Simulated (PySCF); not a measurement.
# F2 in PySCF: notebook

One molecule, F2, is run at these levels: M06-L, B3PW91+D3(BJ), LDA; tasks: atomic charges.

Program: PySCF 2.14.0. These are calculated values, not measurements. Logs are shortened: lines on timing, memory, paths and dates and some standing lists are left out, and cuts for length are marked.

### 1 The molecule as given

The cell holds a molecule in a box, 2 atoms: a = 11.000 Å, b = 10.000 Å, c = 10.000 Å, α = 90.00°, β = 90.00°, γ = 90.00°.

### 2 Atomic charges, M06-L

The input, run.py:

```python
import json
import numpy as np
from pyscf.pbc import gto, scf, dft, df

cell = gto.Cell()
cell.basis = '6-31g*'
cell.fromfile('F.xyz')
cell.exp_to_discard = 0
cell.precision = 1e-08
cell.max_memory = 2520  # MB
cell.verbose = 4
cell.build()

res = {}
kpts = cell.make_kpts([1, 1, 1])
mf = dft.KRKS(cell, kpts, xc='MGGA_X_M06_L,MGGA_C_M06_L')
mf = mf.density_fit()
mf.with_df._cderi = 'cderi.h5'  # three-centre integrals saved by an earlier run on this cell, basis and mesh
mf.conv_tol = 1e-07
mf.max_cycle = 60

mf.kernel()
res.update(converged=bool(mf.converged), e_tot=mf.e_tot, nelec=cell.nelectron, nao=cell.nao, mesh=list(map(int, cell.mesh)), a=cell.lattice_vectors().tolist(), coords=cell.atom_coords().tolist(),
           mo_energy=[np.real(x).tolist() for x in mf.mo_energy], mo_occ=[np.real(x).tolist() for x in mf.mo_occ])
res.update(kpts=cell.get_scaled_kpts(kpts).tolist())
res['parts'] = {k: float(np.real(v)) for k, v in mf.scf_summary.items() if np.isscalar(v)}
json.dump(res, open('results.json', 'w'))
if not mf.converged:
    raise SystemExit('SCF not converged')

print('levels (eV)')
for i, kp in enumerate(res['kpts'][:40]):
    print('k %7.4f %7.4f %7.4f  ' % tuple(kp), ' '.join('%.3f' % (x * 27.211386) for x in res['mo_energy'][i][:14]))

# Mulliken populations
dm, s = np.asarray(mf.make_rdm1()), np.asarray(mf.get_ovlp())
sites = cell.aoslice_by_atom()[:, 2:]
tot = np.einsum('kij,kji->i', dm, s).real / len(kpts)
res['mulliken'] = [cell.atom_charge(i) - tot[a0:a1].sum() for i, (a0, a1) in enumerate(sites)]
print('Mulliken charges', np.round(res['mulliken'], 5))
res['meta_lowdin'] = mf.mulliken_meta()[1].tolist()
res['done'] = True
json.dump(res, open('results.json', 'w'))
```

The input, F.xyz:

```xyz
2
Lattice="11.0000000000 0.0000000000 0.0000000000 0.0000000000 10.0000000000 0.0000000000 0.0000000000 0.0000000000 10.0000000000" Properties=species:S:1:pos:R:3 pbc="T T T"
F      4.9291000000      5.2334000000      4.7390000000
F      6.0969000400      4.8086000000      5.3290000000
```

Potentials or basis: 6-31g* (all-electron).

The run is started by

```console
OMP_NUM_THREADS=2 python -u run.py > log
```

Log:

```text
Discarded 0 diffused primitive functions, 0 contracted functions

******** <class 'pyscf.pbc.dft.krks.KRKS'> ********
method = KRKS
initial guess = minao
damping factor = 0
level_shift factor = 0
DIIS = <class 'pyscf.scf.diis.CDIIS'>
diis_start_cycle = 1
diis_space = 8
diis_damp = 0
SCF conv_tol = 1e-07
SCF conv_tol_grad = None
SCF max_cycles = 60
direct_scf = True
direct_scf_tol = 1e-13

******** PBC SCF flags ********
N kpts = 1
Exchange divergence treatment (exxdiv) = ewald
    madelung (= occupied orbital energy shift) = 0.14499679805288834
    Total energy shift due to Ewald probe charge = -1/2 * Nelec*madelung = -1.30497118248
DF object = <pyscf.pbc.df.df.GDF object>
XC functionals = MGGA_X_M06_L,MGGA_C_M06_L
small_rho_cutoff = 0
radial grids:
    Treutler-Ahlrichs [JCP 102, 346 (1995); DOI:10.1063/1.469408] (M4) radial grids

becke partition: Becke, JCP 88, 2547 (1988); DOI:10.1063/1.454033
pruning grids: <function nwchem_prune>
grids dens level: 3
symmetrized grids: False
atomic radii adjust function: <function treutler_atomic_radii_adjust>
Set gradient conv threshold to 0.000316228

******** <class 'pyscf.pbc.df.rsdf_builder._RSNucBuilder'> ********
mesh = [39 35 35] (47775 PWs)
ke_cutoff = 15.974594755361078
omega = 0.5031368914330137
exclude_d_aux = False
exclude_dd_block = True
j2c_eig_always = False
has_long_range = True
tot grids = 28524
cell vol = 7423.16794  sum(weights) = 7454.21374
nelec by numeric integration = 17.99999796810308
init E= -199.87923204606
  HOMO = -0.345957533955  LUMO = -0.139284109636  gap/eV = 5.62387
nelec by numeric integration = 17.99999780077583
cycle= 1 E= -199.471267780972  delta_E= 0.408  |g|= 0.181  |ddm|= 1.45
  HOMO = -0.33357041087  LUMO = -0.147736402895  gap/eV = 5.05680
nelec by numeric integration = 17.999997844410274
cycle= 2 E= -199.47505769145  delta_E= -0.00379  |g|= 0.0848  |ddm|= 0.141
  HOMO = -0.334423265384  LUMO = -0.144709300489  gap/eV = 5.16238
nelec by numeric integration = 17.99999781955728
cycle= 3 E= -199.476335563975  delta_E= -0.00128  |g|= 0.00556  |ddm|= 0.0495
  HOMO = -0.334860208333  LUMO = -0.144819767966  gap/eV = 5.17126
nelec by numeric integration = 17.999997818747097
cycle= 4 E= -199.476340664795  delta_E= -5.1e-06  |g|= 0.00101  |ddm|= 0.00268
  HOMO = -0.334602912368  LUMO = -0.144521785773  gap/eV = 5.17237
nelec by numeric integration = 17.99999781979279
cycle= 5 E= -199.476340808457  delta_E= -1.44e-07  |g|= 0.000238  |ddm|= 0.000675
  HOMO = -0.334647521304  LUMO = -0.144569432859  gap/eV = 5.17229
nelec by numeric integration = 17.999997819577068
cycle= 6 E= -199.476340817198  delta_E= -8.74e-09  |g|= 4.99e-07  |ddm|= 0.00013
  HOMO = -0.334647685797  LUMO = -0.144569511537  gap/eV = 5.17229
nelec by numeric integration = 17.9999978195766
Extra cycle  E= -199.476340817198  delta_E= 5.68e-14  |g|= 2.42e-07  |ddm|= 4.66e-07
converged SCF energy = -199.476340817198
levels (eV)
k  0.0000  0.0000  0.0000   -669.502 -669.500 -35.683 -28.715 -15.095 -12.896 -12.895 -9.106 -9.106 -3.934 29.062 29.090 29.092 32.817
Mulliken charges [-0.  0.]
 ** Mulliken pop on meta-lowdin orthogonal AOs **
 ** Mulliken pop  **
pop of  0 F 1s            1.99998
pop of  0 F 2s            1.95067
pop of  0 F 3s            0.00177
pop of  0 F 2px           1.30941
pop of  0 F 2py           1.90769
pop of  0 F 2pz           1.82292
pop of  0 F 3px           0.00225
pop of  0 F 3py           0.00053
pop of  0 F 3pz           0.00077
pop of  0 F 3dxy          0.00093
pop of  0 F 3dyz          0.00029
pop of  0 F 3dz^2         0.00048
pop of  0 F 3dxz          0.00125
pop of  0 F 3dx2-y2       0.00105
pop of  1 F 1s            1.99998
pop of  1 F 2s            1.95067
pop of  1 F 3s            0.00177
pop of  1 F 2px           1.30940
pop of  1 F 2py           1.90769
pop of  1 F 2pz           1.82292
pop of  1 F 3px           0.00225
pop of  1 F 3py           0.00053
pop of  1 F 3pz           0.00077
pop of  1 F 3dxy          0.00093
pop of  1 F 3dyz          0.00029
pop of  1 F 3dz^2         0.00048
pop of  1 F 3dxz          0.00125
pop of  1 F 3dx2-y2       0.00105
 ** Mulliken atomic charges  **
charge of    0F =     -0.00000
charge of    1F =      0.00000
```

Wall time 4.8 s (2 threads of Intel Xeon at 2.50GHz (Skylake/Cascade Lake), shared host); peak memory 0.41 GiB.

What came out:

* Free energy: -5428.0278 eV
* Gap between the frontier levels: 5.17 eV

Levels at points of the mesh, in eV from the valence-band top:
| k point | band 6 | band 7 | band 8 | band 9 | band 10 | band 11 | band 12 | band 13 |
| --- | --- | --- | --- | --- | --- | --- | --- | --- |
| (0.00, 0.00, 0.00) | -3.79 | -3.79 | 0.00 | 0.00 | 5.17 | 38.17 | 38.20 | 38.20 |

Caveat: this is a molecule in a periodic box at the Γ point, so its band gap is the HOMO-LUMO gap; the basis of atomic orbitals isn't converged, which shifts pressures, moduli and gaps.

### 3 Atomic charges, B3PW91+D3(BJ)

run.py, as its differences from that of step 2:

```diff
@@ -14,4 +14,9 @@
 res = {}
+from pyscf.dispersion import dftd3
+d = dftd3.DFTD3Dispersion(cell, xc='b3pw91', version='d3bj', atm=False).get_dispersion(grad=True)
+print('dispersion energy = %.10f' % d['energy'])
+res['e_disp'] = float(d['energy'])
+
 kpts = cell.make_kpts([1, 1, 1])
-mf = dft.KRKS(cell, kpts, xc='MGGA_X_M06_L,MGGA_C_M06_L')
+mf = dft.KRKS(cell, kpts, xc='b3pw91', exxdiv='ewald')
 mf = mf.density_fit()
```

F.xyz is that of step 2.

Potentials or basis: 6-31g* (all-electron).

The run is started by

```console
OMP_NUM_THREADS=2 python -u run.py > log
```

It took 4.7 s on 2 threads of Intel Xeon at 2.50GHz (Skylake/Cascade Lake), shared host; peak memory 0.41 GiB.

The run converged. Its results:

* Free energy: -5426.6112 eV
* Gap between the frontier levels: 7.60 eV
* Dispersion energy per atom: -0.004 eV

Levels at points of the mesh, in eV from the valence-band top:
| k point | band 7 | band 8 | band 9 | band 10 | band 11 | band 12 |
| --- | --- | --- | --- | --- | --- | --- |
| (0.00, 0.00, 0.00) | -3.88 | 0.00 | 0.00 | 7.60 | 39.78 | 39.78 |

Caveat: this is a molecule in a periodic box at the Γ point, so its band gap is the HOMO-LUMO gap; the energy listed adds the dispersion energy to the SCF energy of the log; the basis of atomic orbitals isn't converged, which shifts pressures, moduli and gaps.

### 4 Atomic charges, LDA

run.py, as its differences from that of step 3:

```diff
@@ -14,9 +14,4 @@
 res = {}
-from pyscf.dispersion import dftd3
-d = dftd3.DFTD3Dispersion(cell, xc='b3pw91', version='d3bj', atm=False).get_dispersion(grad=True)
-print('dispersion energy = %.10f' % d['energy'])
-res['e_disp'] = float(d['energy'])
-
 kpts = cell.make_kpts([1, 1, 1])
-mf = dft.KRKS(cell, kpts, xc='b3pw91', exxdiv='ewald')
+mf = dft.KRKS(cell, kpts, xc='LDA_X,LDA_C_PW')
 mf = mf.density_fit()
```

F.xyz is that of step 3.

Potentials or basis: 6-31g* (all-electron).

The run is started by

```console
OMP_NUM_THREADS=2 python -u run.py > log
```

Log:

```text
Discarded 0 diffused primitive functions, 0 contracted functions

******** <class 'pyscf.pbc.dft.krks.KRKS'> ********
method = KRKS
initial guess = minao
damping factor = 0
level_shift factor = 0
DIIS = <class 'pyscf.scf.diis.CDIIS'>
diis_start_cycle = 1
diis_space = 8
diis_damp = 0
SCF conv_tol = 1e-07
SCF conv_tol_grad = None
SCF max_cycles = 60
direct_scf = True
direct_scf_tol = 1e-13

******** PBC SCF flags ********
N kpts = 1
Exchange divergence treatment (exxdiv) = ewald
    madelung (= occupied orbital energy shift) = 0.14499679805288834
    Total energy shift due to Ewald probe charge = -1/2 * Nelec*madelung = -1.30497118248
DF object = <pyscf.pbc.df.df.GDF object>
XC functionals = LDA_X,LDA_C_PW
small_rho_cutoff = 0
radial grids:
    Treutler-Ahlrichs [JCP 102, 346 (1995); DOI:10.1063/1.469408] (M4) radial grids

becke partition: Becke, JCP 88, 2547 (1988); DOI:10.1063/1.454033
pruning grids: <function nwchem_prune>
grids dens level: 3
symmetrized grids: False
atomic radii adjust function: <function treutler_atomic_radii_adjust>
Set gradient conv threshold to 0.000316228

******** <class 'pyscf.pbc.df.rsdf_builder._RSNucBuilder'> ********
mesh = [39 35 35] (47775 PWs)
ke_cutoff = 15.974594755361078
omega = 0.5031368914330137
exclude_d_aux = False
exclude_dd_block = True
j2c_eig_always = False
has_long_range = True
tot grids = 28524
cell vol = 7423.16794  sum(weights) = 7454.21374
nelec by numeric integration = 17.99999796810308
init E= -198.639297947955
  HOMO = -0.324733380486  LUMO = -0.123591995181  gap/eV = 5.47334
nelec by numeric integration = 17.99999771760908
cycle= 1 E= -198.215166580716  delta_E= 0.424  |g|= 0.21  |ddm|= 1.46
  HOMO = -0.307182214301  LUMO = -0.170308404613  gap/eV = 3.72453
nelec by numeric integration = 17.99999780651406
cycle= 2 E= -198.2199618696  delta_E= -0.0048  |g|= 0.119  |ddm|= 0.188
  HOMO = -0.30713139757  LUMO = -0.163803678588  gap/eV = 3.90015
nelec by numeric integration = 17.999997782257598
cycle= 3 E= -198.222596773482  delta_E= -0.00263  |g|= 0.0103  |ddm|= 0.0751
  HOMO = -0.308385151288  LUMO = -0.164821742448  gap/eV = 3.90656
nelec by numeric integration = 17.99999777874294
cycle= 4 E= -198.222616494105  delta_E= -1.97e-05  |g|= 0.00274  |ddm|= 0.00631
  HOMO = -0.307875277254  LUMO = -0.16423871548  gap/eV = 3.90855
nelec by numeric integration = 17.999997781171963
cycle= 5 E= -198.2226176291  delta_E= -1.13e-06  |g|= 3.77e-05  |ddm|= 0.00152
  HOMO = -0.307883404521  LUMO = -0.164250689427  gap/eV = 3.90845
nelec by numeric integration = 17.999997781149865
cycle= 6 E= -198.222617629323  delta_E= -2.23e-10  |g|= 7.56e-07  |ddm|= 2.1e-05
  HOMO = -0.307883392954  LUMO = -0.164250821779  gap/eV = 3.90844
nelec by numeric integration = 17.999997781149414
Extra cycle  E= -198.222617629323  delta_E=    0  |g|= 6.28e-07  |ddm|= 7.56e-07
converged SCF energy = -198.222617629323
levels (eV)
k  0.0000  0.0000  0.0000   -657.817 -657.814 -33.481 -26.201 -14.920 -12.194 -12.194 -8.378 -8.378 -4.469 27.224 27.224 27.409 31.263
Mulliken charges [-0.  0.]
 ** Mulliken pop on meta-lowdin orthogonal AOs **
 ** Mulliken pop  **
pop of  0 F 1s            1.99993
pop of  0 F 2s            1.94488
pop of  0 F 3s            0.00230
pop of  0 F 2px           1.31217
pop of  0 F 2py           1.90773
pop of  0 F 2pz           1.82336
pop of  0 F 3px           0.00298
pop of  0 F 3py           0.00065
pop of  0 F 3pz           0.00098
pop of  0 F 3dxy          0.00118
pop of  0 F 3dyz          0.00038
pop of  0 F 3dz^2         0.00065
pop of  0 F 3dxz          0.00151
pop of  0 F 3dx2-y2       0.00129
pop of  1 F 1s            1.99993
pop of  1 F 2s            1.94488
pop of  1 F 3s            0.00230
pop of  1 F 2px           1.31217
pop of  1 F 2py           1.90773
pop of  1 F 2pz           1.82336
pop of  1 F 3px           0.00298
pop of  1 F 3py           0.00065
pop of  1 F 3pz           0.00098
pop of  1 F 3dxy          0.00118
pop of  1 F 3dyz          0.00038
pop of  1 F 3dz^2         0.00065
pop of  1 F 3dxz          0.00151
pop of  1 F 3dx2-y2       0.00129
 ** Mulliken atomic charges  **
charge of    0F =     -0.00000
charge of    1F =      0.00000
```

Run time: 4.4 s. Hardware: 2 threads of Intel Xeon at 2.50GHz (Skylake/Cascade Lake), shared host; peak memory 0.41 GiB.

What came out:

- Free energy: -5393.9122 eV
- Gap between the frontier levels: 3.91 eV

Levels at points of the mesh, in eV from the valence-band top:
```csv
k point,band 4,band 5,band 6,band 7,band 8,band 9,band 10,band 11,band 12,band 13
"(0.00, 0.00, 0.00)",-17.82,-6.54,-3.82,-3.82,0.00,0.00,3.91,35.60,35.60,35.79
```

Caveat: this is a molecule in a periodic box at the Γ point, so its band gap is the HOMO-LUMO gap; the basis of atomic orbitals isn't converged, which shifts pressures, moduli and gaps. Expect the measured gap to be larger: semilocal functionals such as LDA lack the derivative discontinuity.

### 5 The runs side by side

```csv
level,three-body dispersion term,exxdiv,gap on the mesh (eV)
M06-L,-,-,5.17
B3PW91+D3(BJ),no,ewald,7.60
LDA,-,-,3.91
```

Alike in all rows: task atomic charges; potentials or basis 6-31g* (all-electron); no spin polarisation; cell as given; k mesh 1 × 1 × 1; smearing fixed.

Caveats: this is a molecule in a periodic box at the Γ point, so its band gap is the HOMO-LUMO gap; the basis of atomic orbitals isn't converged, which shifts pressures, moduli and gaps.

Absolute energies hang on the potentials; compare differences alone.
